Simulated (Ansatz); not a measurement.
# ZrH4: the cost of one run

Computed with Ansatz 0.2.0 (DFT PBE, scalar-relativistic, plane waves, PAW, unless a step names another level, unless a step's input says otherwise).

5 further runs of the same task are left out: 5 set aside as unsound or not needed.

**1. The structure to begin with**

The structure is monoclinic, space group P2_1/m (No. 11). Conventional cell: a = 3.880 Å, b = 3.445 Å, c = 5.887 Å, α = 90.00°, β = 109.18°, γ = 90.00°. Zr (site symmetry m) has 11 H at 2.00 to 2.08 Å as nearest neighbours. H (site symmetry m) is surrounded by 2 Zr at 2.03 Å. H (site symmetry m) is surrounded by 4 H at 1.97 to 1.98 Å and 3 Zr at 2.06 to 2.08 Å. H (site symmetry m) has 5 H at 1.92 to 2.08 Å and 3 Zr at 2.00 to 2.07 Å as nearest neighbours.

Structure file:

```xyz
10
Lattice="3.8796 0.0000 -0.0006 0.0000 3.4448 0.0000 -1.9331 0.0000 5.5611" Properties=species:S:1:pos:R:3 pbc="T T T"
Zr   -0.9631    0.8612    4.3835
Zr    2.9096    2.5836    1.1769
H     0.9764    0.8612    3.7820
H     2.9056    0.8612    2.3006
H     0.0185    2.5836    4.9777
H     1.9370    2.5836    4.9808
H     0.0095    0.8612    0.5797
H     1.9280    0.8612    0.5828
H    -0.9591    2.5836    3.2599
H     0.9700    2.5836    1.7785
```

It came out lowest among 39 distinct ends of the trial cells. At a tolerance of 0.05 Å it has space group Cmcm (No. 63).

**2. A stricter relaxation, on the response runs' mesh and smearing**

Input file input.yaml:

```yaml
crystal:
  lattice:
    - [3.8795988665, 0.0, -0.0006234371]
    - [0.0, 3.444794089, 0.0]
    - [-1.9331025451, 0.0, 5.5610548873]
  atoms:
    - { symbol: Zr, position: [0.1445239154, 0.25, 0.7882647549] }
    - { symbol: Zr, position: [0.8554760846, 0.75, 0.2117352451] }
    - { symbol: H, position: [0.5905863538, 0.25, 0.6801448874] }
    - { symbol: H, position: [0.9551322032, 0.25, 0.4137997366] }
    - { symbol: H, position: [0.4508024288, 0.75, 0.8951454111] }
    - { symbol: H, position: [0.9456084655, 0.75, 0.8957580888] }
    - { symbol: H, position: [0.0543915345, 0.25, 0.1042419112] }
    - { symbol: H, position: [0.5491975712, 0.25, 0.1048545889] }
    - { symbol: H, position: [0.0448677968, 0.75, 0.5862002634] }
    - { symbol: H, position: [0.4094136462, 0.75, 0.3198551126] }
basis:
  ecutwfc: 420
kpoints:
  mp_grid: { grid: [8, 10, 6] }
hamiltonian:
  xc: pbe
scf:
  occupations: { method: gaussian, width: 0.1 }
output:
  forces: true
  stress: true
  eigenvalues: true
relax:
  adjacent_minimum: "off"
  f_tol: 0.001
  max_steps: 60
  cell: { stress_tol: 0.01 }
```

Started as:

```bash
$ ansatz run input.yaml --threads 3 --pin off --max-ram 7680MiB --backend cpu --events-out ev --progress --plain --runs-dir out
```

**Question.** How long does this run take on 3 threads of AMD EPYC 9R45 (Zen 5), shared host, and how much memory does it need?

About 10 s, with a peak of 0.61 GiB.
